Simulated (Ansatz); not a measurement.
# C₂H₅NSeSi: up Jacob's ladder to CCSD(T)

Aim: compute C₂H₅NSeSi with functionals from several rungs and with coupled cluster. The yardstick is the atomisation energy at the CCSD(T) limit.

The runs use Ansatz 0.2.0, Gaussian basis; functionals in def2-TZVPP, the program's frozen cores in correlated methods.

The runs, in order: LDA (SPW92), PBE-D4, revPBE-D4, BLYP-D4, r2SCAN-D4, B97M-V, PBE0-D4, B3LYP-D4, r2SCANh-D4, r2SCAN0-D4, HSE06-D4, BHLYP-D4, CAM-B3LYP-D4, LC-ωPBE, ωB97X-V, ωB97M-V, B2PLYP, PBE-QIDH; CCSD(T)/def2-SVP; CCSD(T)/def2-TZVPP; MP2/def2-QZVPP; extrapolation to the limit; RPA on PBE.

**1. The geometry**

An earlier PBE0-D4 in a triple-zeta def2 set relaxation fixed the geometry.

SMILES `N=C=C([SiH3])[SeH]`, 10 atoms, charge 0, spin multiplicity 1.

Atoms are counted from 1 here; the program's logs count them from 0.

Bond lengths: N1–C2 1.213 Å, N1–H6 1.015 Å, C2–C3 1.309 Å, C3–Si4 1.850 Å, C3–Se5 1.921 Å, Si4–H7 1.485 Å, Si4–H8 1.487 Å, Si4–H9 1.487 Å, Se5–H10 1.473 Å. Angles: C2–N1–H6 118.6°, N1–C2–C3 173.7°, C2–C3–Si4 123.4°, C2–C3–Se5 116.8°, Si4–C3–Se5 119.6°, C3–Si4–H7 110.0°, C3–Si4–H8 109.3°, C3–Si4–H9 109.4°, H7–Si4–H8 110.1°, H7–Si4–H9 108.5°, H8–Si4–H9 109.5°, C3–Se5–H10 95.9°.

As a file:

```xyz
10
C2H5NSeSi
N    -1.2568    2.0052   -0.9942
C    -0.4956    1.1646   -0.5648
C     0.3192    0.1962   -0.2316
Si   -0.2515   -1.4967    0.2477
Se    2.2007    0.5645   -0.3542
H    -1.6565    2.6764   -0.3457
H     0.2730   -2.4999   -0.7130
H    -1.7381   -1.5301    0.2594
H     0.2634   -1.8258    1.6029
H     2.4255    0.6943    1.0963
```

**2. LDA**

This LDA is Slater exchange with PW92 correlation.

The input, in.yaml:

```yaml
crystal:
  periodic: [false, false, false]
  atoms:
    - {symbol: N, position_ang: [-1.256799, 2.005156, -0.994152]}
    - {symbol: C, position_ang: [-0.495597, 1.164624, -0.564800]}
    - {symbol: C, position_ang: [0.319221, 0.196217, -0.231607]}
    - {symbol: Si, position_ang: [-0.251495, -1.496704, 0.247723]}
    - {symbol: Se, position_ang: [2.200678, 0.564538, -0.354169]}
    - {symbol: H, position_ang: [-1.656529, 2.676359, -0.345724]}
    - {symbol: H, position_ang: [0.272950, -2.499940, -0.712982]}
    - {symbol: H, position_ang: [-1.738064, -1.530085, 0.259442]}
    - {symbol: H, position_ang: [0.263370, -1.825770, 1.602915]}
    - {symbol: H, position_ang: [2.425463, 0.694306, 1.096253]}
basis:
  gaussian: {orbitals: def2-TZVPP}
hamiltonian: {xc: lda}
output: {orbitals: {seedname: orbitals}}
```

Further steps of the session: PBE-D4 (GGA); revPBE-D4 (GGA); BLYP-D4 (GGA); r2SCAN-D4 (meta-GGA); B97M-V (meta-GGA); PBE0-D4 (hybrid); B3LYP-D4 (hybrid); r2SCANh-D4 (hybrid); r2SCAN0-D4 (hybrid); HSE06-D4 (hybrid); BHLYP-D4 (hybrid); CAM-B3LYP-D4 (range-separated); LC-ωPBE (range-separated); ωB97X-V (range-separated); ωB97M-V (range-separated); B2PLYP (double hybrid); PBE-QIDH (double hybrid); CCSD(T) in def2-SVP; CCSD(T) in def2-TZVPP; MP2 in def2-QZVPP; RPA on PBE orbitals.

Before running them: what should the planned runs give, taken together? Wanted: atomisation energy, CCSD(T)/CBS; farthest beyond LDA; mean size of error, GGA; mean size of error, meta-GGA; mean size of error, hybrid; mean size of error, range-separated; mean size of error, double hybrid; gap, smallest and largest; T1 diagnostic.

The runs gave:

| quantity | value |
| --- | --- |
| atomisation energy, CCSD(T)/CBS | 3532.0 kJ/mol |
| functionals within 35.3 kJ/mol (1.0 %) | revPBE-D4, r2SCAN-D4, B97M-V, PBE0-D4, B3LYP-D4, r2SCANh-D4, HSE06-D4, CAM-B3LYP-D4, LC-ωPBE, ωB97X-V, ωB97M-V, B2PLYP, PBE-QIDH |
| farthest beyond LDA | PBE-D4 (+122.3 kJ/mol) |
| mean size of error, GGA | 65.5 kJ/mol |
| mean size of error, meta-GGA | 24.7 kJ/mol |
| mean size of error, hybrid | 43.1 kJ/mol |
| mean size of error, range-separated | 21.0 kJ/mol |
| mean size of error, double hybrid | 26.5 kJ/mol |
| gap, smallest and largest | 3.52 eV (LDA (SPW92)), 10.64 eV (LC-ωPBE) |
| T1 diagnostic | 0.0128 |
| triples share of the correlation energy | 4.5 % |

The LDA atomisation energy is off by 583.3 kJ/mol (17 %): it overbinds. PBE-D4 misses by +122.3 kJ/mol. Double hybrids carry the basis error of their MP2 part in triple zeta, and no dispersion term here, so their miss is partly the set-up's. The rungs range-separated, meta-GGA, double hybrid miss on average by less than the doubt on the reference (35.3 kJ/mol), so they tie. The reference freezes the cores and leaves out relativity and excitations past (T), and its outer-core shells are covered unevenly, so misses under about 35.3 kJ/mol can't be ranked. All levels share the lack of spin-orbit coupling, which lowers the free heavy atoms and so the true binding. Hartree-Fock recovers 68 % of the binding; the rest is correlation. CCSD(T) in def2-SVP is off by -231.7 kJ/mol, worse than the median functional, from the basis alone. Orbital gaps span 3.5 to 10.6 eV; exact exchange widens them. Correlated methods include outer-core shells of Se, which these sets cover unevenly.
